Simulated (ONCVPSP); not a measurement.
# Pseudopotential generation for Cl: ONCV, LDA (Perdew-Wang 92)

Do these settings give a usable potential? It is generated, then checked for transferability, scattering, ghosts and hardness.

The numbers are computed with ONCVPSP 4.0.1 (LDA (Perdew-Wang 92), scalar-relativistic, spin-unpolarised reference atom).

2 further runs of the same task are left out: 2 set aside as unsound or not needed.

### Step 1. Starting point

The settings as typed:

```json
{"element": "chlorine (Cl, Z = 17)", "type": "optimised norm-conserving Vanderbilt (ONCV)", "frozen core": "[He]", "valence charge": "15", "reference configuration": "2s2 2p6 3s2 3p5", "partial waves": "2s+3s: rc 0.80 bohr, ncon 4, nbas 7, qcut 18.4 1/bohr, 2 projectors; 2p+3p: rc 0.65 bohr, ncon 4, nbas 8, qcut 29.9 1/bohr, 2 projectors", "local potential": "polynomial inside 0.55 bohr (lpopt 5, dvloc0 0 Ha)", "core correction": "polynomial model core, fcfact 0.2"}
```

### Step 2. The generation run

Contents of Cl.dat:

```
# ATOM AND REFERENCE CONFIGURATION
# atsym  z   nc   nv     iexc    psfile
  Cl 17.00    1    4  -001012      upf
#
#   n    l    f
    1    0    2.00
    2    0    2.00
    2    1    6.00
    3    0    2.00
    3    1    5.00
#
# PSEUDOPOTENTIAL AND OPTIMIZATION
# lmax
    1
#
#   l,   rc,      ep,       ncon, nbas, qcut
    0    0.80    0.00    4    7   18.40
    1    0.65    0.00    4    8   29.90
#
# LOCAL POTENTIAL
# lloc, lpopt,  rc(5),   dvloc0
    4    5    0.55    0.00
#
# VANDERBILT-KLEINMAN-BYLANDER PROJECTORs
# l, nproj, debl
    0    2    1.00
    1    2    3.70
#
# MODEL CORE CHARGE
# icmod, fcfact, rcfact
    1    0.20    0.00
#
# LOG DERIVATIVE ANALYSIS
# epsh1, epsh2, depsh
  -11.00    5.00    0.04
#
# OUTPUT GRID
# rlmax, drl
    6.00    0.01
#
# TEST CONFIGURATIONS
# ncnf
    4
# nvcnf
#   n    l    f
    4
    2    0    2.00
    2    1    6.00
    3    0    2.00
    3    1    4.00
#
    4
    2    0    2.00
    2    1    6.00
    3    0    2.00
    3    1    3.00
#
    4
    2    0    2.00
    2    1    6.00
    3    0    2.00
    3    1    2.00
#
    4
    2    0    2.00
    2    1    6.00
    3    0    1.00
    3    1    5.00
#
```

Command:

```
$ oncvpsp.x < Cl.dat > Cl.out
```

**Question.** What will these runs give? Wanted: cutoffs for 1 and 0.1 mHa per electron, occupied waves; bound ghosts; GHOST(+) flags; largest test error; largest phase difference near zero energy, channels read; rms error of d²Exc/dn², without and with the model core.

As calculated:

| quantity | value |
| --- | --- |
| cutoffs for 1 and 0.1 mHa per electron, occupied waves | 243 Ha and 279 Ha |
| bound ghosts | none found |
| GHOST(+) flags | none at low energy |
| largest test error (AE − PS) | +9.5 meV, for 2s2 2p6 3s2 3p2 |
| largest phase difference near zero energy, channels read | 0.000 rad |
| rms error of d²Exc/dn², without and with the model core | 3.68 and 2.22 mHa |

In words: The worst unpolarised test, 2s2 2p6 3s2 3p2, is off by 9.5 meV on 77.9 eV; by total energies transferability rates as good. It counts as very hard, with 243 Ha needed at the looser tolerance. It is free of bound ghosts as far as tested. Near zero energy the phases of the channels with partial waves agree within 0.001 rad. All of this concerns the isolated atom, not yet a solid.
